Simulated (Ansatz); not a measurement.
This script for Ansatz 0.2.0 through its Python package starts 2 runs on H₇SSbSi₂, SMILES [SiH3][S][SbH][SiH3]. What input does the engine get in each?

`spin.py`
```python
import warnings

import ansatz as az

warnings.simplefilter('ignore', az.DeckWarning)

geometry_ang = [
    ('Si', (0.1732, 2.1342, 0.381)),
    ('S', (-0.0507, 0.5703, 1.7831)),
    ('Sb', (1.3782, -0.8853, 0.4434)),
    ('Si', (-0.4654, -1.7111, -0.9057)),
    ('H', (-0.4004, 1.7434, -0.9523)),
    ('H', (-0.6468, 3.3513, 0.8471)),
    ('H', (1.5645, 2.5629, 0.2307)),
    ('H', (1.273, -2.191, 1.6002)),
    ('H', (-1.6591, -2.0076, 0.0388)),
    ('H', (-0.9447, -0.6854, -1.8399)),
    ('H', (-0.1565, -2.9387, -1.6059)),
]
h7ssbsi2 = az.Crystal.molecule()
for symbol, xyz in geometry_ang:
    h7ssbsi2 = h7ssbsi2.atom(symbol, xyz)

base = (
    h7ssbsi2.calculation()
    .basis(gaussian='def2-SVPD')
    .functional('b3lyp')
)
found = {}
for unpaired in [0, 2]:
    report = base.spin('collinear', total=unpaired).run().report
    s = unpaired / 2
    found[unpaired] = report['free_energy_ev']
    print(f'2S+1 = {unpaired + 1}: E = {found[unpaired]:.5f} eV, <S^2> = {abs(report["mean_field"]["state"]["spin_squared"]):.3f} (pure state {s * (s + 1):.2f})')
lowest = min(found, key=found.get)
for unpaired, e in found.items():
    print(f'multiplicity {unpaired + 1}: {23.060548 * (e - found[lowest]):.1f} kcal/mol above the lowest')
```

Run 1:
```yaml
crystal:
  periodic: [false, false, false]
  atoms:
    - { symbol: Si, position_ang: [0.1732, 2.1342, 0.381] }
    - { symbol: S, position_ang: [-0.0507, 0.5703, 1.7831] }
    - { symbol: Sb, position_ang: [1.3782, -0.8853, 0.4434] }
    - { symbol: Si, position_ang: [-0.4654, -1.7111, -0.9057] }
    - { symbol: H, position_ang: [-0.4004, 1.7434, -0.9523] }
    - { symbol: H, position_ang: [-0.6468, 3.3513, 0.8471] }
    - { symbol: H, position_ang: [1.5645, 2.5629, 0.2307] }
    - { symbol: H, position_ang: [1.273, -2.191, 1.6002] }
    - { symbol: H, position_ang: [-1.6591, -2.0076, 0.0388] }
    - { symbol: H, position_ang: [-0.9447, -0.6854, -1.8399] }
    - { symbol: H, position_ang: [-0.1565, -2.9387, -1.6059] }
basis:
  gaussian:
    orbitals: def2-SVPD
hamiltonian:
  xc: b3lyp
magnetization:
  spin_polarized: true
  initial_magnetization: 0.0
```

Run 2, against run 1:
```diff
-  initial_magnetization: 0.0
+  initial_magnetization: 2.0
```

```console
$ python spin.py
2S+1 = 1: E = -33238.47763 eV, <S^2> = 0.000 (pure state 0.00)
2S+1 = 3: E = -33235.14127 eV, <S^2> = 2.005 (pure state 2.00)
multiplicity 1: 0.0 kcal/mol above the lowest
multiplicity 3: 76.9 kcal/mol above the lowest
```

In order: multiplicity 1 (+0.00 eV) and multiplicity 3 (+3.34 eV), all at the one geometry.

What to keep in mind:
- Total energies depend on the basis set; only differences at equal settings carry meaning.
- The geometry is a force-field or estimated start, not a minimum of this method, and the basis set is short of its limit. All parts are taken at fixed geometry, without zero-point energy.
- def2 sets replace the cores of elements past krypton by effective core potentials.
- b3lyp holds the VWN-RPA fit, as in Gaussian; the form of ORCA and Turbomole is b3lyp5.
- Spin-orbit coupling, which mixes and shifts the spin states of heavy atoms, is left out.
- Hardware and time: 47 s on 1 thread of Arm Neoverse V1, with other jobs on the host, peak memory 0.7 GiB.

(Lines on the test bed's own set-up are left out of the output.)
